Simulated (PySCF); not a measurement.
**[Eu(NH3)6]3+: other functionals and bases at one geometry**

The task here is to estimate one member of a computed series from the others.

Program: PySCF 2.14.0. Level of theory: several levels, as the steps say, no spin–orbit coupling. These are calculated values, not measurements.

3 further runs of the same task are left out: 2 for a known fault of the program, 1 that didn't finish.

## Starting geometry

25 atoms, charge 3, spin multiplicity 1.

Bond lengths: Eu1–N2 2.593 Å, Eu1–N6 2.593 Å, Eu1–N10 2.593 Å, Eu1–N14 2.593 Å, Eu1–N18 2.593 Å, Eu1–N22 2.593 Å, N2–H3 1.039 Å, N2–H4 1.038 Å, N2–H5 1.039 Å, N6–H7 1.038 Å, N6–H8 1.039 Å, N6–H9 1.039 Å, N10–H11 1.039 Å, N10–H12 1.038 Å, N10–H13 1.039 Å, N14–H15 1.039 Å, N14–H16 1.039 Å, N14–H17 1.039 Å and more. Angles: N2–Eu1–N6 180.0°, N2–Eu1–N10 89.4°, N2–Eu1–N14 88.8°, N2–Eu1–N18 90.6°, N2–Eu1–N22 91.2°, N6–Eu1–N10 90.6°, N6–Eu1–N14 91.2°, N6–Eu1–N18 89.4°, N6–Eu1–N22 88.8°, N10–Eu1–N14 90.0°, N10–Eu1–N18 180.0°, N10–Eu1–N22 90.0°, N14–Eu1–N18 90.0°, N14–Eu1–N22 180.0°, N18–Eu1–N22 90.0°, Eu1–N2–H3 115.5°, Eu1–N2–H4 115.7°, Eu1–N2–H5 115.8° and more.

As a file:

```xyz
25
charge 3, multiplicity 1
Eu    0.0000    0.0000    0.0000
N     0.0216    0.0285    2.5928
H     0.8363    0.5030    3.0282
H    -0.7848    0.5017    3.0447
H     0.0271   -0.9013    3.0553
N    -0.0216   -0.0285   -2.5928
H     0.7848   -0.5017   -3.0447
H    -0.8363   -0.5030   -3.0282
H    -0.0271    0.9013   -3.0553
N     2.5927   -0.0017    0.0045
H     3.0392   -0.4732    0.8151
H     3.0475   -0.4644   -0.8063
H     3.0409    0.9351    0.0108
N     0.0004    2.5924    0.0263
H     0.3947    3.0300    0.8817
H     0.5361    3.0552   -0.7336
H    -0.9333    3.0409   -0.0481
N    -2.5927    0.0017   -0.0045
H    -3.0475    0.4644    0.8063
H    -3.0392    0.4732   -0.8151
H    -3.0409   -0.9351   -0.0108
N    -0.0004   -2.5924   -0.0263
H    -0.5361   -3.0552    0.7336
H    -0.3947   -3.0300   -0.8817
H     0.9333   -3.0409    0.0481
```

Formal oxidation states: Eu +3. Each metal's 6 4f electrons lie in its core potential, so multiplicities, spins and levels count the valence alone. An earlier session relaxed this geometry at PBE, Eu lcecp-1-SVP with ECP52, N def2-SVP, H def2-SVP (singlet, point group Ci).

At PBE on the finer grid: E = -373.241507 Eh, HOMO -19.51 eV, LUMO -13.57 eV, Mulliken charge on Eu1 +1.08 e, largest force component 0.004 eV/Å. 

Levels to run: TPSS; M06-L; B3LYP; PBE0; PBE, TZVP. Hardware: 4 threads of AMD EPYC 7R43 (Zen 3), shared host.

Set-up of the first run:

run.py (the lines that set the calculation) reads:

```python
mol = gto.M(atom='''
Eu     0.00000     0.00000     0.00000
N      0.02161     0.02854     2.59275
H      0.83632     0.50301     3.02820
H     -0.78478     0.50170     3.04470
H      0.02710    -0.90126     3.05527
N     -0.02161    -0.02854    -2.59275
H      0.78478    -0.50170    -3.04470
H     -0.83632    -0.50301    -3.02820
H     -0.02710     0.90126    -3.05527
N      2.59269    -0.00171     0.00451
H      3.03920    -0.47320     0.81505
H      3.04748    -0.46440    -0.80630
H      3.04090     0.93508     0.01084
N      0.00044     2.59241     0.02633
H      0.39473     3.02997     0.88165
H      0.53611     3.05520    -0.73357
H     -0.93329     3.04090    -0.04808
N     -2.59269     0.00171    -0.00451
H     -3.04748     0.46440     0.80630
H     -3.03920     0.47320    -0.81505
H     -3.04090    -0.93508    -0.01084
N     -0.00044    -2.59241    -0.02633
H     -0.53611    -3.05520     0.73357
H     -0.39473    -3.02997    -0.88165
H      0.93329    -3.04090     0.04808''',
    basis={'Eu': 'lcecp-1-SVP', 'N': 'def2-SVP', 'H': 'def2-SVP'},
    ecp={'Eu': 'lcecp-1-SVP'},
    charge=3, spin=0)
mf = dft.RKS(mol, xc='TPSS')
mf.grids.atom_grid = (75, 302)  # f atoms: unpruned, at least (60, 302)
mf = mf.density_fit()  # fitting sets: Eu AutoAux, N def2-universal-JKFIT, H def2-universal-JKFIT
mf.conv_tol = 1e-08; mf.max_cycle = 55
mf.kernel(dm0)  # dm0: the density of the relaxed state
```

Launch:

```bash
$ OMP_NUM_THREADS=4 python run.py
```

Among the steps run: TPSS; M06-L; B3LYP; PBE0; PBE, TZVP.

One of the session's tables, all rows but one given; the rest of the session is left out.

```
             level  HOMO (eV)  gap (eV)  charge on Eu1 (e)  largest force component (eV/Å)
PBE (relaxed here)     -19.51      5.94               1.08                            0.00
              TPSS     -19.67      6.31               1.22                            0.18
             M06-L          ?         ?                  ?                               ?
             B3LYP     -20.83      7.93               1.22                            0.42
              PBE0     -21.11      8.48               1.30                            0.42
         PBE, TZVP     -19.54      5.96               1.76                            0.41
```

Estimate the missing values for M06-L.

As computed: HOMO (eV): -19.96; gap (eV): 6.80; charge on Eu1 (e): 1.50; largest force component (eV/Å): 0.40. In the column «HOMO (eV)» it lies between B3LYP (-20.83) and TPSS (-19.67).

In one basis the HOMO–LUMO gap runs from 5.94 eV (PBE) to 8.48 eV (PBE0). The largest leftover force, 0.42 eV/Å with PBE0, stands at a geometry relaxed at another level. With 4f in the core, its levels are missing from HOMO and gap, and its count is fixed, so no charge can pass from the ligands into it. Total energies of different levels can't be compared.
